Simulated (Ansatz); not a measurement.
# KAlH5: one candidate of a structure search

The task: take a trial cell of KAlH5 to zero force and stress.

Computed with Ansatz 0.2.0 (DFT PBE, scalar-relativistic, plane waves, PAW, unless a step's input says otherwise).

### 1 The starting structure

Symmetry: P4/mmm, No. 123, tetragonal system. Conventional cell: a = 3.598 Å, b = 3.598 Å, c = 6.396 Å, α = 90.00°, β = 90.00°, γ = 90.00°. K (site symmetry 4/mmm) has 8 H at 2.31 Å as nearest neighbours. Around Al (site symmetry 4/mmm) lie 12 H at 2.50 to 2.54 Å. Around H (site symmetry 2mm) lie 2 K at 2.31 Å and 2 Al at 2.50 Å. H (site symmetry 4/mmm) has 8 H at 2.50 Å and 4 Al at 2.54 Å as nearest neighbours.

Coordinates:

```xyz
7
Lattice="3.5977 0.0000 0.0000 0.0000 3.5977 0.0000 0.0000 0.0000 6.3957" Properties=species:S:1:pos:R:3 pbc="T T T"
K     0.0000    0.0000    3.1978
Al    1.7988    1.7988    0.0000
H     0.0000    1.7988    1.7429
H     0.0000    1.7988    4.6528
H     1.7988    0.0000    1.7429
H     1.7988    0.0000    4.6528
H     0.0000    0.0000    0.0000
```

A structure generator made this guess: species swapped into a database cell of AlAsPt5 (P4/mmm, No. 123), with K on the As sites and H on the Pt sites. The dimensions are guesses.

### 2 Probe: one point on a coarse mesh

input.yaml

```yaml
crystal:
  lattice:
    - [3.59768933, 0.0, 0.0]
    - [0.0, 3.59768933, 0.0]
    - [0.0, 0.0, 6.39569655]
  atoms:
    - { symbol: K, position: [0.0, 0.0, 0.5] }
    - { symbol: Al, position: [0.5, 0.5, 0.0] }
    - { symbol: H, position: [0.0, 0.5, 0.27251211] }
    - { symbol: H, position: [0.0, 0.5, 0.72748789] }
    - { symbol: H, position: [0.5, 0.0, 0.27251211] }
    - { symbol: H, position: [0.5, 0.0, 0.72748789] }
    - { symbol: H, position: [0.0, 0.0, 0.0] }
basis:
  ecutwfc: 420
kpoints:
  mp_grid: { grid: [6, 6, 4] }
hamiltonian:
  xc: pbe
scf:
  occupations: { method: gaussian, width: 0.1 }
  lower_state_search: "off"
output:
  forces: true
  stress: true
  eigenvalues: true
```

Launch:

```sh
$ ansatz run input.yaml --threads 1 --pin off --max-ram 2048MiB --backend cpu --events-out ev --progress --plain --runs-dir out
```

The session goes on with these runs: coarse relaxation; full relaxation.

What does the calculation give? Wanted: conventional cell; volume; energy over the elements; gap on the mesh.

The runs gave:

| quantity | value |
| --- | --- |
| symmetry at the end (tolerance 0.05 Å) | space group P4/mmm (No. 123) |
| conventional cell | a = 3.247 Å, b = 3.247 Å, c = 5.996 Å, α = 90.00°, β = 90.00°, γ = 90.00° |
| volume | 9.03 Å³/atom |
| energy over the elements (uncorrected; H, N, O, F and Cl as molecules) | +0.43 eV/atom |
| gap on the mesh | none (metal) |

The space group P4/mmm (No. 123) is kept, and the volume per atom shrinks by 23.7 % from the first guess. The formation energy is positive, so the separate elements lie lower. No finished test with a distortion of lower symmetry is shown, so the end may be a saddle point.
